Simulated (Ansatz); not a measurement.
# CH5FSSi2, SMILES C[Si]1(F)[SiH2]S1: energies of removing a hydrogen

Computed with Ansatz 0.2.0, Python API.

Run as a notebook:

In [1]:
```python
import ansatz as az
from ase import Atoms
```

In [2]:
```python
def energy(molecule, charge=0, unpaired=0):
    calc = (
        molecule.calculation()
        .basis(gaussian="cc-pVDZ")
        .correlation("MP2")
    )
    if charge:
        calc = calc.charge(charge)
    if unpaired:
        calc = calc.spin("collinear", total=unpaired)
    report = calc.run(threads=1, backend="cpu").report
    if report["published_state_doubts"]:
        print("  doubts:", report["published_state_doubts"])
    return report["free_energy_ev"]
```

In [3]:
```python
def without(molecule, index):
    rest = az.Crystal.molecule()
    for i, site in enumerate(molecule.cartesian_sites):
        if i != index:
            rest = rest.atom(site.symbol, site.position_ang)
    return rest

atoms = Atoms(["C", "Si", "F", "Si", "S", "H", "H", "H", "H", "H"], positions=[
    (0.2827, -1.0881, 1.2905),
    (0.667, -0.047, -0.1599),
    (2.1503, -0.1407, -0.6511),
    (-0.7855, 0.8607, -1.4792),
    (0.0924, 1.9891, 0.0645),
    (-0.8004, -0.873, 1.6022),
    (0.8996, -0.8171, 2.1436),
    (0.3822, -2.0965, 1.0687),
    (-2.2994, 0.7157, -1.1067),
    (-0.5058, 1.4457, -2.7696),
])
ch5fssi2 = az.Crystal.molecule_from_ase(atoms)
```

In [4]:
```python
whole = energy(ch5fssi2, 0)
hydrogen = energy(az.Crystal.molecule().atom("H", (0, 0, 0)), 0, 1)
print(f"E(molecule) = {whole:.5f} eV, E(H) = {hydrogen:.5f} eV")
for index in [7, 9]:
    radical = energy(without(ch5fssi2, index), 0, 1)
    print(f"H{index}: homolysis {96.485332 * (radical + hydrogen - whole):.1f} kJ/mol")
```
```text
E(molecule) = -30377.06856 eV, E(H) = -13.58606 eV
H7: homolysis 457.4 kJ/mol
H9: homolysis 341.7 kJ/mol
```

Reading the output:
- Total energies depend on the basis set; only differences at equal settings carry meaning.
- The geometry is a force-field or estimated start, not a minimum of this method, and the basis set is short of its limit. All parts are taken at fixed geometry, without zero-point energy.
- Run time: 8.2 s on 1 thread of Intel(R) Xeon(R) 6975P-C (Granite Rapids) (shared host), peak memory 0.38 GiB.

(Lines on the test bed's own set-up are left out of the output.)
